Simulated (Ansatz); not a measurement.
# Tl3Ge2H: the cost of one run

Computed with Ansatz 0.2.0 (DFT PBE, scalar-relativistic, plane waves, PAW, unless a step's input says otherwise).

## (1) The structure to begin with

Symmetry: P6/mmm, No. 191, hexagonal system. The conventional cell has a = 5.899 Å, b = 5.899 Å, c = 4.874 Å, α = 90.00°, β = 90.00°, γ = 120.00°. Tl (site symmetry mmm) has 4 Tl at 2.95 Å and 4 Ge at 2.97 Å and 4 H at 3.83 Å as nearest neighbours. Ge (site symmetry -6m2) is surrounded by 6 Tl at 2.97 Å and 3 H at 3.41 Å and 3 Ge at 3.41 Å. H (site symmetry 6/mmm) has 6 Ge at 3.41 Å and 12 Tl at 3.83 Å as nearest neighbours.

Structure file:

```xyz
6
Lattice="5.8989 0.0000 0.0000 -2.9495 5.1086 0.0000 0.0000 0.0000 4.8739" Properties=species:S:1:pos:R:3 pbc="T T T"
Tl    1.4747    2.5543    2.4370
Tl    2.9495    0.0000    2.4370
Tl   -1.4747    2.5543    2.4370
Ge    2.9495    1.7029    0.0000
Ge    0.0000    3.4057    0.0000
H     0.0000    0.0000    0.0000
```

A structure generator made this guess: species swapped into a database cell of EuCu3Pd2 (P6/mmm, No. 191), with H on the Eu sites, Tl on the Cu sites and Ge on the Pd sites. Its size is a rough estimate.

## (2) A first look at the guess

Input file input.yaml:

```yaml
crystal:
  lattice:
    - [5.89892084, 0.0, 0.0]
    - [-2.94946042, 5.10861531, 0.0]
    - [0.0, 0.0, 4.87390525]
  atoms:
    - { symbol: Tl, position: [0.5, 0.5, 0.5] }
    - { symbol: Tl, position: [0.5, 0.0, 0.5] }
    - { symbol: Tl, position: [0.0, 0.5, 0.5] }
    - { symbol: Ge, position: [0.66666667, 0.33333333, 0.0] }
    - { symbol: Ge, position: [0.33333333, 0.66666667, 0.0] }
    - { symbol: H, position: [0.0, 0.0, 0.0] }
basis:
  ecutwfc: 420
kpoints:
  mp_grid: { grid: [3, 3, 4] }
hamiltonian:
  xc: pbe
scf:
  occupations: { method: gaussian, width: 0.1 }
  lower_state_search: "off"
output:
  forces: true
  stress: true
  eigenvalues: true
```

Launch:

```sh
$ ansatz run input.yaml --threads 1 --pin off --max-ram 2560MiB --backend cpu --events-out ev --progress --plain --runs-dir out
```

Q: Estimate wall time and peak memory on 1 thread of Arm Neoverse V1, shared host.

About 4.1 s, with a peak of 0.39 GiB.
